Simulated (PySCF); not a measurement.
# C4H6BBr: the cost of one run

Programs: PySCF 2.14.0, with routines of our own; each step states its level. All values are computed. Atoms count from 0.

### Step 1. The system as given

12 atoms, charge 0, multiplicity 1; geometry from: GFN2-xTB.

### Step 2. Geometry optimisation at PBE0-D3(BJ)/def2-SVP

The job: settings as JSON, then the geometry in Å.

```
{"job": {"xc": "PBE0", "basis": "def2-SVP", "d3": "d3bj", "grid": 1, "maxiter": 30, "shake": 0.01, "kind": "geom"}, "charge": 0, "multiplicity": 1}
B      2.973200     0.558050    -0.119070
C      1.539600     0.083210    -0.076300
C      0.381550    -0.314310    -0.056730
C     -0.916870    -0.780590     0.029150
C     -1.967090     0.341740     0.006160
Br    -1.194180    -1.845550     1.722280
H      3.276370     1.347160    -0.948990
H      3.733610     0.203400     0.666010
H     -1.147450    -1.504710    -0.740870
H     -2.977520    -0.047510     0.113580
H     -1.885420     0.896940    -0.909790
H     -1.776110     1.033900     0.849660
```

The run is started by

```sh
$ OMP_NUM_THREADS=1 python heavy_run.py task.json out
```

The driver reads the jobs from task.json and runs them one after another.

Q: Estimate the wall time and peak memory of this first job on 1 thread of Arm Neoverse V1, shared host.

About 58 s, with a peak of 0.55 GiB.
